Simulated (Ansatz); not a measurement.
# BrH₆NSi: search for a transition state

Aim: find the saddle point of a four-centre ligand exchange that is to form Si1–H7, Br2–H6 and break Si1–Br2, H6–H7, prove it by its vibrations, and relax downhill on both sides to see what it joins.

Method: PBE0-D4, def2-SVP first, then def2-TZVP; program: Ansatz 0.2.0, Gaussian basis.

152 further runs of the same task are left out: 152 set aside as unsound or not needed.

## 1. The starting structure

The guess: 9 atoms, charge 0, spin multiplicity 1.

Atoms are counted from 1 here; the program's logs count them from 0.

Bond lengths: Si1–H3 1.442 Å, Si1–H4 1.443 Å, Si1–N5 1.709 Å, N5–H8 1.007 Å, N5–H9 1.007 Å. Angles: H3–Si1–H4 143.6°, H3–Si1–N5 103.4°, H4–Si1–N5 103.4°, Si1–N5–H8 124.0°, Si1–N5–H9 124.0°, H8–N5–H9 111.1°.

Geometry (Å):

```xyz
9
BrH6NSi
Si   -0.24390   -0.21710   -0.20860
Br    0.49730    1.20030   -2.68530
H     0.62730   -1.16400   -0.86060
H    -1.37280    0.65630   -0.41740
N    -0.59370   -0.96540    1.28710
H     1.27690    1.59620   -0.79780
H     1.11210    1.21050    0.04220
H    -1.25870   -0.60810    1.95360
H    -0.04440   -1.70870    1.68670
```

Distances that are to change: Si1–H7 1.98 Å, Br2–H6 2.08 Å, Si1–Br2 2.95 Å, H6–H7 0.94 Å.

## 2. Relaxing the guess with the reacting distances held

File hold/in.yaml:

```yaml
crystal:
  periodic: [false, false, false]
  atoms:
    - {symbol: Si, position_ang: [-0.243900, -0.217100, -0.208600]}
    - {symbol: Br, position_ang: [0.497300, 1.200300, -2.685300]}
    - {symbol: H, position_ang: [0.627300, -1.164000, -0.860600]}
    - {symbol: H, position_ang: [-1.372800, 0.656300, -0.417400]}
    - {symbol: N, position_ang: [-0.593700, -0.965400, 1.287100]}
    - {symbol: H, position_ang: [1.276900, 1.596200, -0.797800]}
    - {symbol: H, position_ang: [1.112100, 1.210500, 0.042200]}
    - {symbol: H, position_ang: [-1.258700, -0.608100, 1.953600]}
    - {symbol: H, position_ang: [-0.044400, -1.708700, 1.686700]}
basis:
  gaussian: {orbitals: def2-SVP}
hamiltonian: {xc: pbe0, dispersion: d4}
relax: {f_tol: 0.04, max_steps: 150, escape_saddle: false, constraints: [{distance: [0, 6]}, {distance: [1, 5]}, {distance: [0, 1]}, {distance: [5, 6]}]}
```

Launch:

```bash
$ ansatz run in.yaml --threads 4 --pin off --events-out ev --progress --plain --max-ram 9574MiB
```

Further steps of the session: Force constants to start from; Saddle search in the small basis; Saddle search in triple zeta; Checking the order of the point; Relaxing after a step of 0.30 Å one way along the mode; Relaxing after a step of 0.30 Å the other way along the mode.

Q: Predict the outcome of this session. Wanted: imaginary mode; barrier from the start side; barrier from the end side; energy of the step; pairs that change; zero-point energy at the saddle.

**Answer**, as computed:

| quantity | value |
| --- | --- |
| imaginary mode | 517i cm⁻¹ |
| barrier from the start side | 1.962 eV |
| barrier from the end side | 1.042 eV |
| energy of the step | +0.920 eV |
| pairs that change | Si1–H7 formed, Br2–H6 formed, Si1–Br2 broken, H6–H7 broken |
| zero-point energy at the saddle | 1.605 eV |

**Reading.** The point has a single imaginary mode (517i cm⁻¹), as a transition state must. It joins the planned start and end. At PBE0-D4/def2-TZVP the electronic barrier is 1.962 eV, about 76 kT at 298 K, and the step runs 0.920 eV uphill. A step off the saddle overshot and began above it in energy, so the link to its end is likely but not proven.
